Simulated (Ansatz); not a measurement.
# AlFH4O2 (built from SMILES F.[OH][AlH][OH]): search for a transition state

Is there a first-order saddle for this four-centre ligand exchange, which should form Al1–F6, H2–H5 and break Al1–H2, H5–F6, and which two structures does it connect?

Computed with Ansatz 0.2.0, Gaussian basis. Level: PBE0-D4, def2-SVP first, then def2-TZVP.

152 further runs of the same task are left out: 152 set aside as unsound or not needed.

### 1 Starting geometry

The guess: 8 atoms, charge 0, spin multiplicity 1.

Atoms are counted from 1 here; the program's logs count them from 0.

Bond lengths: Al1–O3 1.630 Å, Al1–O4 1.626 Å, Al1–H5 1.810 Å, Al1–F6 2.109 Å, O3–H7 0.944 Å, O4–H8 0.944 Å. Angles: O3–Al1–O4 133.5°, O3–Al1–H5 113.6°, O3–Al1–F6 110.5°, O4–Al1–H5 112.6°, O4–Al1–F6 110.1°, H5–Al1–F6 34.9°, Al1–O3–H7 170.8°, Al1–O4–H8 175.2°.

Coordinates:

```csv
atom,x (Å),y (Å),z (Å)
Al1,-0.21530,-0.02380,-0.14500
H2,1.52770,-0.78250,0.47780
O3,-0.03740,0.54530,-1.66150
O4,-1.41540,-0.80680,0.62360
H5,1.28960,0.09420,0.85310
F6,0.86600,1.16560,1.22010
H7,0.11360,1.00160,-2.47360
H8,-2.12870,-1.19370,1.10560
```

Distances that are to change: Al1–F6 2.11 Å, H2–H5 0.98 Å, Al1–H2 2.00 Å, H5–F6 1.21 Å.

### 2 Relaxing the guess with the reacting distances held

Contents of hold/in.yaml:

```yaml
crystal:
  periodic: [false, false, false]
  atoms:
    - {symbol: Al, position_ang: [-0.215300, -0.023800, -0.145000]}
    - {symbol: H, position_ang: [1.527700, -0.782500, 0.477800]}
    - {symbol: O, position_ang: [-0.037400, 0.545300, -1.661500]}
    - {symbol: O, position_ang: [-1.415400, -0.806800, 0.623600]}
    - {symbol: H, position_ang: [1.289600, 0.094200, 0.853100]}
    - {symbol: F, position_ang: [0.866000, 1.165600, 1.220100]}
    - {symbol: H, position_ang: [0.113600, 1.001600, -2.473600]}
    - {symbol: H, position_ang: [-2.128700, -1.193700, 1.105600]}
basis:
  gaussian: {orbitals: def2-SVP}
hamiltonian: {xc: pbe0, dispersion: d4}
relax: {f_tol: 0.08, max_steps: 120, escape_saddle: false, constraints: [{distance: [0, 5]}, {distance: [1, 4]}, {distance: [0, 1]}, {distance: [4, 5]}]}
```

On the command line:

```
$ ansatz run in.yaml --threads 2 --pin off --events-out ev --progress --plain --max-ram 4352MiB
```

The runs that follow: Force constants to start from; Saddle search in the small basis; Saddle search in triple zeta; Checking the order of the point; Relaxing after a step of 0.30 Å one way along the mode; Relaxing after a step of 0.30 Å the other way along the mode.

Before running it: what results should come out? Wanted: imaginary mode; barrier from the start side; barrier from the end side; energy of the step; pairs that change; zero-point energy at the saddle.

The runs gave:

| quantity | value |
| --- | --- |
| imaginary mode | 347i cm⁻¹ |
| barrier from the start side | 0.8 kcal/mol |
| barrier from the end side | 33.9 kcal/mol |
| energy of the step | -33.0 kcal/mol |
| pairs that change | Al1–F6 tightened, H2–H5 formed, Al1–H2 broken, H5–F6 broken |
| zero-point energy at the saddle | 1.209 eV |

What this shows: One imaginary mode, 347i cm⁻¹, makes this a first-order saddle. The two relaxations end on the structures that were planned. At PBE0-D4/def2-TZVP the electronic barrier is 0.8 kcal/mol, about 1 kT at 298 K, and the step runs 33.0 kcal/mol downhill. A step off the saddle overshot and began above it in energy, so the link to its end is likely but not proven. Lower complexes than these ends may exist.
